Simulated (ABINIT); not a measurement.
# BW2 (I4/mcm) in ABINIT: relaxation of cell and atoms with LDA

Aim: the relaxation of cell and atoms of BW2 with LDA.

Program: ABINIT 10.8.3 (patched build). These are calculated values, not measurements. Logs are shortened: lines on timing, memory, paths and dates and some standing lists are left out, and cuts for length are marked. The log counts tension as positive stress, the text compression.

**1. The structure**

It takes space group I4/mcm (No. 140, tetragonal). Conventional cell: a = 5.568 Å, b = 5.568 Å, c = 4.744 Å, α = 90.00°, β = 90.00°, γ = 90.00°. W (site symmetry m2m) is surrounded by 4 B at 2.38 Å and 3 W at 2.66 to 2.69 Å. Around B (site symmetry 422) lie 2 B at 2.37 Å and 8 W at 2.38 Å.

**2. Relaxation of cell and atoms, LDA**

File run.abi:

```
pp_dirpath "./"
pseudos "W.LDA_PW-JTH.xml, B.LDA_PW-JTH.xml"

acell 3*1.0
rprim
    -5.2609975310     5.2609975310     4.4824303676
     5.2609975310    -5.2609975310     4.4824303676
     5.2609975310     5.2609975310    -4.4824303676
ntypat 2
znucl 74 5
natom 6
typat 1 1 1 1 2 2
xred
     0.8308000000     0.6692000000     0.5000000000
     0.3308000000     0.8308000000     0.1616000000
     0.1692000000     0.3308000000     0.5000000000
     0.6692000000     0.1692000000     0.8384000000
     0.7500000000     0.7500000000     0.0000000000
     0.2500000000     0.2500000000     0.0000000000
chkprim 0
chksymtnons 0
tolsym 1.0e-6

ecut 16.0
pawecutdg 32.0
pawovlp -1

kptopt 1
ngkpt 7 7 7
nshiftk 1
shiftk 0.0 0.0 0.0

ixc 7

nband 38
occopt 3
tsmear 0.00183747

nstep 100
tolvrs 1.0e-9

iomode 3
prtwf 0
prtden 0
prteig 0
prtebands 0
enunit 1

ionmov 2
ntime 60
tolmxf 0.0001
optcell 2
dilatmx 1.08
ecutsm 0.5
```

Potentials or basis: JTH PAW LDA v2.0.

Launch:

```bash
$ mpirun --bind-to none -np 4 abinit run.abi > log 2>&1
```

run.abo:

```text
.Version 10.8.3 of ABINIT
 Symmetries : space group I4/m c m (#140); Bravais tI (body-center tetrag.)
================================================================================
 Values of the parameters that define the memory need of the present run
     intxc =       0    ionmov =       2      iscf =      17    lmnmax =      18
     lnmax =       6     mgfft =      36  mpssoang =       3    mqgrid =    3001
     natom =       6  nloc_mem =       2    nspden =       1   nspinor =       1
    nsppol =       1      nsym =      16    n1xccc =       1    ntypat =       2
    occopt =       3   xclevel =       1
       mpw =        1945          nfft =       46656          nkpt =          40
Pmy_natom=         2
 PAW method is used; the additional fine FFT grid is defined by:
   mgfftf=        48    nfftf =    110592
================================================================================
================================================================================

--------------------------------------------------------------------------------
------------- Echo of variables that govern the present computation ------------
--------------------------------------------------------------------------------
 -outvars: echo values of preprocessed input variables --------
            acell      1.0000000000E+00  1.0000000000E+00  1.0000000000E+00 Bohr
              amu      1.83850000E+02  1.08110000E+01
          chkprim           0
      chksymtnons           0
          dilatmx      1.08000000E+00
             ecut      1.60000000E+01 Hartree
           ecutsm      5.00000000E-01 Hartree
           enunit           1
           ionmov           2
              ixc           7
         kptrlatt        7    0    0      0    7    0      0    0    7
          kptrlen      6.08027156E+01
            natom           6
            nband          38
            ngfft          36      36      36
          ngfftdg          48      48      48
             nkpt          40
            nstep         100
             nsym          16
            ntime          60
           ntypat           2
           occopt           3
          optcell           2
        pawecutdg      3.20000000E+01 Hartree
          pawovlp     -1.0000000000E+00
           prtden           0
        prtebands           0
           prteig           0
            prtwf           0
            rprim     -5.2609975310E+00  5.2609975310E+00  4.4824303676E+00
                       5.2609975310E+00 -5.2609975310E+00  4.4824303676E+00
                       5.2609975310E+00  5.2609975310E+00 -4.4824303676E+00
          spgroup         140
           tolmxf      1.00000000E-04
           tolsym      1.00000000E-06
           tolvrs      1.00000000E-09
           tsmear      1.83747000E-03 Hartree
            typat      1  1  1  1  2  2
           useylm           1
           xangst      9.4210559937E-01  1.8418943988E+00  2.3719999984E+00
                       1.8418943988E+00 -9.4210559937E-01  2.3719999984E+00
                       1.8418943988E+00  9.4210559937E-01  0.0000000000E+00
                       9.4210559937E-01  3.7261055975E+00  4.2429437838E-17
                      -5.8457282813E-17  1.7654460649E-16  3.5579999976E+00
                      -2.0548201576E-17  5.9910642801E-17  1.1859999992E+00
            xcart      1.7803215645E+00  3.4806759665E+00  4.4824303676E+00
                       3.4806759665E+00 -1.7803215645E+00  4.4824303676E+00
                       3.4806759665E+00  1.7803215645E+00  0.0000000000E+00
                       1.7803215645E+00  7.0413190955E+00  8.0180017189E-17
                      -1.1046825458E-16  3.3362095527E-16  6.7236455514E+00
                      -3.8830473359E-17  1.1321470692E-16  2.2412151838E+00
             xred      8.3080000000E-01  6.6920000000E-01  5.0000000000E-01
                       3.3080000000E-01  8.3080000000E-01  1.6160000000E-01
                       1.6920000000E-01  3.3080000000E-01  5.0000000000E-01
                       6.6920000000E-01  1.6920000000E-01  8.3840000000E-01
                       7.5000000000E-01  7.5000000000E-01  2.1208211881E-17
                       2.5000000000E-01  2.5000000000E-01  7.0694039603E-18
            znucl       74.00000    5.00000

================================================================================

 chkinp: Checking input parameters for consistency.

================================================================================
== DATASET  1 ==================================================================

--- !DatasetInfo
iteration_state: {dtset: 1, }
dimensions: {natom: 6, nkpt: 40, mband: 38, nsppol: 1, nspinor: 1, nspden: 1, mpw: 1945, }
cutoff_energies: {ecut:  16.0, pawecutdg:  32.0, }
electrons: {nelect:   6.20000000E+01, charge:   0.00000000E+00, occopt:   3.00000000E+00, tsmear:   1.83747000E-03, }
meta: {optdriver: 0, ionmov: 2, optcell: 2, iscf: 17, paral_kgb: 0, }
...

 Exchange-correlation functional for the present dataset will be:
  LDA: Perdew-Wang 92 LSD fit to Ceperley-Alder data - ixc=7
  J.P.Perdew and Y.Wang, PRB 45, 13244 (1992)

 Real(R)+Recip(G) space primitive vectors, cartesian coordinates (Bohr,Bohr^-1):
 R(1)= -5.2609975  5.2609975  4.4824304  G(1)=  0.0000000  0.0950390  0.1115466
 R(2)=  5.2609975 -5.2609975  4.4824304  G(2)=  0.0950390  0.0000000  0.1115466
[... 37 lines left out ...]
================================================================================

--- Iteration: ( 1/60) Internal Cycle: (1/1)
--------------------------------------------------------------------------------

---SELF-CONSISTENT-FIELD CONVERGENCE--------------------------------------------
[... 878 lines left out ...]
 Difference of energy with previous step (new-old):
           Absolute (Ha)=-1.39481E-07
           Relative     =-4.92573E-10

 At Broyd/MD step   7, gradients are converged :
  max grad (force/stress) = 9.3784E-05 < tolmxf= 1.0000E-04 ha/bohr (free atoms)

================================================================================

 ----iterations are completed or convergence reached----

 Mean square residual over all n,k,spin=   56.201E-10; max=  20.257E-07
 reduced coordinates (array xred) for    6 atoms
       0.830146413259      0.669853586741      0.500000000000
       0.330146413259      0.830146413259      0.160292826518
       0.169853586741      0.330146413259      0.500000000000
       0.669853586741      0.169853586741      0.839707173482
       0.750000000000      0.750000000000      0.000000000000
       0.250000000000      0.250000000000      0.000000000000
 rms dE/dt=  8.4063E-05; max dE/dt=  1.4560E-04; dE/dt below (all hartree)
    1       0.000145600953     -0.000145600953      0.000000000000
    2      -0.000000000000     -0.000000000000      0.000145600953
    3      -0.000145600953      0.000145600953     -0.000000000000
    4       0.000000000000      0.000000000000     -0.000145600953
    5      -0.000000000000      0.000000000000      0.000000000000
    6       0.000000000000     -0.000000000000      0.000000000000

 cartesian coordinates (angstrom) at end:
    1      0.93515635360746     1.81767439771509     2.36279048246910
    2      1.81767439771509    -0.93515635360746     2.36279048246910
    3      1.81767439771509     0.93515635360746    -0.00000000000000
    4      0.93515635360746     3.68798710493001    -0.00000000000000
    5      0.00000000000000    -0.00000000000000     3.54418572370365
    6      0.00000000000000    -0.00000000000000     1.18139524123455

 cartesian forces (hartree/bohr) at end:
    1      0.00001399445024    -0.00001399445024    -0.00000000000000
    2     -0.00001399445024    -0.00001399445024    -0.00000000000000
    3     -0.00001399445024     0.00001399445024     0.00000000000000
    4      0.00001399445024     0.00001399445024    -0.00000000000000
    5     -0.00000000000000    -0.00000000000000    -0.00000000000000
    6     -0.00000000000000    -0.00000000000000    -0.00000000000000
 frms,max,avg= 9.3296335E-06 1.3994450E-05   0.000E+00  0.000E+00  0.000E+00 h/b

 cartesian forces (eV/Angstrom) at end:
    1      0.00071962356525    -0.00071962356525    -0.00000000000000
    2     -0.00071962356525    -0.00071962356525    -0.00000000000000
    3     -0.00071962356525     0.00071962356525     0.00000000000000
    4      0.00071962356525     0.00071962356525    -0.00000000000000
    5     -0.00000000000000    -0.00000000000000    -0.00000000000000
    6     -0.00000000000000    -0.00000000000000    -0.00000000000000
 frms,max,avg= 4.7974904E-04 7.1962357E-04   0.000E+00  0.000E+00  0.000E+00 e/A
 length scales=  8.605816336679  8.605816336679  8.605816336679 bohr
              =  4.554001883498  4.554001883498  4.554001883498 angstroms
 Fermi (or HOMO) energy (eV) =  10.44180   Average Vxc (eV)= -13.61653
 Eigenvalues (   eV  ) for nkpt=  40  k points:
 kpt#   1, nband= 38, wtk=  0.00292, kpt=  0.0000  0.0000  0.0000 (reduced coord)
 -63.69986  -63.60322  -63.52446  -63.52444  -28.30733  -28.25975  -28.25974  -28.17796
 -28.17796  -28.04731  -27.98264  -27.68527  -27.63449  -27.31210  -27.28419  -27.28419
  -1.93496    1.98669    4.38329    5.60675    5.60676    5.80907    5.97834    6.93098
   6.93099    7.12817    7.12817    7.68952    8.81381    9.24510   10.44890   11.25050
  11.25050   11.86994   12.93209   12.93209   13.83852   16.18649
 prteigrs : prtvol=0 or 1, do not print more k-points.

--- !EnergyTerms
iteration_state     : {dtset: 1, itime: 7, icycle: 1, }
comment             : Components of total free energy in Hartree
kinetic             :  3.10476579954086E+01
hartree             :  4.17617215407197E+01
xc                  : -3.29024586363175E+01
Ewald energy        : -2.45903598509945E+02
psp_core            :  2.47841996124857E+01
local_psp           : -1.15177706921486E+02
PAW spherical_terms :  1.32224667922952E+01
internal            : -2.83167718126839E+02
'-kT*entropy'       : -1.03727311823136E-03
total_energy        : -2.83168755399958E+02
total_energy_eV     : -7.70541437598196E+03
...

--- !EnergyTermsDC
iteration_state     : {dtset: 1, itime: 7, icycle: 1, }
comment             : '"Double-counting" decomposition of free energy'
band_energy         : -3.66252970351489E+01
Ewald energy        : -2.45903598509945E+02
psp_core            :  2.47841996124857E+01
xc_dc               : -5.44135300199309E+01
PAW spherical_terms :  2.89905078340635E+01
internal            : -2.83167718118476E+02
'-kT*entropy'       : -1.03727311823136E-03
total_energy_dc     : -2.83168755391594E+02
total_energy_dc_eV  : -7.70541437575438E+03
...

--- !EnergyTermsWithPAWCore
iteration_state     : {dtset: 1, itime: 7, icycle: 1, }
comment             : 'Components of total free energy, including PAW core contributions'
Total energy        : -6.45835482753741E+04
Total energy DC     : -6.45835482753657E+04
Total energy (eV)   : -1.75740787725716E+06
Total energy DC (eV): -1.75740787725694E+06
...

 rms coord change=  6.1621E-04   atom, delta coord (reduced):
     1       -0.000653586741      0.000653586741      0.000000000000
     2       -0.000653586741     -0.000653586741     -0.001307173482
     3        0.000653586741     -0.000653586741      0.000000000000
     4        0.000653586741      0.000653586741      0.001307173482
     5        0.000000000000      0.000000000000     -0.000000000000
     6        0.000000000000      0.000000000000     -0.000000000000

 Cartesian components of stress tensor (hartree/bohr^3)
  sigma(1 1)= -9.37841709E-07  sigma(3 2)=  0.00000000E+00
  sigma(2 2)= -9.37841709E-07  sigma(3 1)=  0.00000000E+00
  sigma(3 3)= -3.99794319E-08  sigma(2 1)=  0.00000000E+00

-Cartesian components of stress tensor (GPa)         [Pressure=  1.8787E-02 GPa]
- sigma(1 1)= -2.75922557E-02  sigma(3 2)=  0.00000000E+00
- sigma(2 2)= -2.75922557E-02  sigma(3 1)=  0.00000000E+00
- sigma(3 3)= -1.17623550E-03  sigma(2 1)=  0.00000000E+00

== END DATASET(S) ==============================================================
================================================================================

 -outvars: echo values of variables after computation  --------
            acell      8.6058163367E+00  8.6058163367E+00  8.6058163367E+00 Bohr
           etotal     -2.8316875539E+02
            fcart      1.3994450244E-05 -1.3994450244E-05 -3.1888443733E-21
                      -1.3994450244E-05 -1.3994450244E-05 -1.0266672141E-21
                      -1.3994450244E-05  1.3994450244E-05  5.4502456195E-21
                       1.3994450244E-05  1.3994450244E-05 -9.8605800056E-23
                      -5.7028959585E-22 -7.3628598269E-25 -5.6638668556E-22
                      -5.6587205525E-22 -8.0333473527E-24 -5.6974154643E-22
            rprim     -6.0448608098E-01  6.0448608098E-01  5.1883827520E-01
                       6.0448608098E-01 -6.0448608098E-01  5.1883827520E-01
                       6.0448608098E-01  6.0448608098E-01 -5.1883827520E-01
           strten     -9.3784170875E-07 -9.3784170874E-07 -3.9979431911E-08
                       0.0000000000E+00  0.0000000000E+00  0.0000000000E+00
           xangst      9.3515635361E-01  1.8176743977E+00  2.3627904825E+00
                       1.8176743977E+00 -9.3515635361E-01  2.3627904825E+00
                       1.8176743977E+00  9.3515635361E-01 -4.7000377860E-16
                       9.3515635361E-01  3.6879871049E+00 -3.7621466870E-16
                       5.2825643529E-16 -4.1175112191E-16  3.5441857237E+00
                       9.5737328936E-17 -5.7075475215E-17  1.1813952412E+00
             xred      8.3014641326E-01  6.6985358674E-01  5.0000000000E-01
                       3.3014641326E-01  8.3014641326E-01  1.6029282652E-01
                       1.6985358674E-01  3.3014641326E-01  5.0000000000E-01
                       6.6985358674E-01  1.6985358674E-01  8.3970717348E-01
                       7.5000000000E-01  7.5000000000E-01  2.1161001875E-17
                       2.5000000000E-01  2.5000000000E-01  7.0221995489E-18
 Calculation completed.
```

It took 3.3 min on 4 MPI ranks of Arm Neoverse V2, shared host; peak memory 0.48 GiB.

What came out:

| Quantity | Value |
| --- | --- |
| Free energy | -7705.4144 eV |
| Relaxed volume | 11.94 Å³/atom |
| Relaxed cell | a = 4.554 Å, b = 4.554 Å, c = 4.554 Å, α = 105.62°, β = 105.62°, γ = 117.49° |
| Space group after relaxing (to 0.05 Å) | I4/mcm (No. 140) |
| Energy gained by relaxing | 9.8 meV/atom |
| Ionic steps | 7 |
| Pressure after relaxing | 0.0 GPa |
| Band gap on the k mesh | none (metal or under the smearing width) |
| Valence electrons inside the program's atomic spheres | W 11.89; B 1.79 |

Step by step:
```
step  energy change (eV)  largest force (eV/Å)  pressure (GPa)  volume (Å³)
   1              0.0000                0.1482           -9.04        73.54
   2             -0.0570                0.0726            0.47        71.52
   3             -0.0580                0.0616            0.07        71.60
   4             -0.0589                0.0249           -0.13        71.65
   5             -0.0589                0.0140           -0.03        71.63
   6             -0.0589                0.0053            0.02        71.62
   7             -0.0589                0.0010            0.02        71.62
```

Final structure:
```
W B
1.0
    -2.75283    2.75283    2.36279
     2.75283   -2.75283    2.36279
     2.75283    2.75283   -2.36279
W B
4 2
Direct
  0.83015 0.66985 0.50000
  0.33015 0.83015 0.16029
  0.16985 0.33015 0.50000
  0.66985 0.16985 0.83971
  0.75000 0.75000 0.00000
  0.25000 0.25000 0.00000
```

The run has no spin-orbit coupling, so splittings on W are missing. Zero-point motion and thermal expansion aren't in these numbers.

**3. The reference run**

An earlier run on the cell as given: functional PBEsol; potentials or basis PseudoDojo NC SR PBEsol v0.4.1 standard; cutoff 1034 eV; k mesh 7 × 7 × 7; occupations fermi-dirac, width 0.05 eV; no spin polarisation.

* Pressure: -3.1 GPa
* Largest force: 0.098 eV/Å
* Band gap on the k mesh: none (metal or under the smearing width)
* Valence electrons inside the program's atomic spheres: W 10.19; B 2.54
